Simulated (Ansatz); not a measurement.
Li3Pb: equation of state with PBE

Li3Pb:

```
CELL_PARAMETERS angstrom
0.00000 3.34350 3.34350
3.34350 0.00000 3.34350
3.34350 3.34350 0.00000
ATOMIC_POSITIONS crystal
Pb 0.00000 0.00000 0.00000
Li 0.75000 0.75000 0.75000
Li 0.25000 0.25000 0.25000
Li 0.50000 0.50000 0.50000
```

| Item | Value |
| --- | --- |
| Program | Ansatz 0.2.0 |
| Task | equation of state |
| Functional | PBE |
| Potentials or basis | Ansatz PAW |
| Cutoff | 420 eV |
| Density cutoff | 1680 eV |
| k mesh | 7 × 7 × 7 |
| Occupations | fermi-dirac, width 0.05 eV |
| Spin | no spin polarisation |

```json
{
 "Equilibrium volume": "18.80 Å³/atom",
 "Bulk modulus": "25 GPa",
 "Pressure derivative of the bulk modulus": "4.6"
}
```

Energy against volume, from the lowest point:
| volume (Å³/atom) | energy (meV/atom) |
| --- | --- |
| 17.567 | 7.06 |
| 17.941 | 3.28 |
| 18.315 | 0.97 |
| 18.688 | 0.00 |
| 19.062 | 0.21 |
| 19.436 | 1.49 |
| 19.810 | 3.71 |

All runs of the series together: 6.7 s on 2 threads of Arm Neoverse V2, on a shared host.

The run has no spin-orbit coupling, so splittings on Pb are missing. PBE usually gives volumes a little too large and moduli too small.
